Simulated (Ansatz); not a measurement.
**TaCl₃F₂: basis-set convergence**

How large a basis does TaCl₃F₂ need? Two functionals are run in growing sets.

Method: one geometry, several basis sets; program: Ansatz 0.2.0, Gaussian basis.

The runs, in order: PBE0-D4/def2-SVP; ωB97M-V/def2-SVP; PBE0-D4/def2-QZVPP; ωB97M-V/def2-QZVPP; the functionals' def2-TZVPP values are taken from earlier runs.

## Step 1: The geometry

All runs share one geometry, relaxed beforehand with PBE0-D4 in a triple-zeta def2 set. Ta takes the def2 core potential; no spin-orbit term is included.

SMILES `[F][Ta]([F])([Cl])([Cl])[Cl]`, 6 atoms, charge 0, spin multiplicity 1.

Atoms are counted from 1 here; the program's logs count them from 0.

Bond lengths: F1–Ta2 1.847 Å, Ta2–F3 1.875 Å, Ta2–Cl4 2.271 Å, Ta2–Cl5 2.319 Å, Ta2–Cl6 2.271 Å. Angles: F1–Ta2–F3 86.4°, F1–Ta2–Cl4 121.7°, F1–Ta2–Cl5 88.5°, F1–Ta2–Cl6 121.7°, F3–Ta2–Cl4 90.1°, F3–Ta2–Cl5 174.9°, F3–Ta2–Cl6 90.1°, Cl4–Ta2–Cl5 92.6°, Cl4–Ta2–Cl6 116.5°, Cl5–Ta2–Cl6 92.6°.

Geometry (Å):

| atom | x (Å) | y (Å) | z (Å) |
| --- | --- | --- | --- |
| F1 | 1.7027 | 0.1975 | -0.8564 |
| Ta2 | 0.0807 | -0.0360 | -0.0034 |
| F3 | 0.9798 | -1.2373 | 1.1205 |
| Cl4 | -1.3611 | -1.6808 | -0.6141 |
| Cl5 | -0.8506 | 1.4796 | -1.4919 |
| Cl6 | -0.5095 | 1.2129 | 1.7992 |

## Step 2: PBE0-D4 in def2-SVP

Contents of in.yaml:

```yaml
crystal:
  periodic: [false, false, false]
  atoms:
    - {symbol: F, position_ang: [1.702678, 0.197540, -0.856429]}
    - {symbol: Ta, position_ang: [0.080745, -0.035984, -0.003416]}
    - {symbol: F, position_ang: [0.979790, -1.237264, 1.120457]}
    - {symbol: Cl, position_ang: [-1.361120, -1.680781, -0.614116]}
    - {symbol: Cl, position_ang: [-0.850567, 1.479578, -1.491919]}
    - {symbol: Cl, position_ang: [-0.509526, 1.212912, 1.799221]}
basis:
  gaussian: {orbitals: def2-SVP}
hamiltonian: {xc: pbe0, dispersion: d4}
output: {orbitals: {seedname: orbitals}}
```

After this run come: ωB97M-V in def2-SVP; PBE0-D4 in def2-QZVPP; ωB97M-V in def2-QZVPP.

**Question.** What will the summary of the whole plan be? Wanted: PBE0-D4: double and triple zeta above quadruple; ωB97M-V: double and triple zeta above quadruple.

As calculated:

```
                                       quantity           value
PBE0-D4: double and triple zeta above quadruple  21.57, 1.40 eV
ωB97M-V: double and triple zeta above quadruple  21.47, 1.33 eV
```

In words: For PBE0-D4 the step from double to triple zeta gains 20.16 eV and the next only 1.40 eV. These are total energies; as a rule much of such shifts cancels in differences, which this series doesn't test.
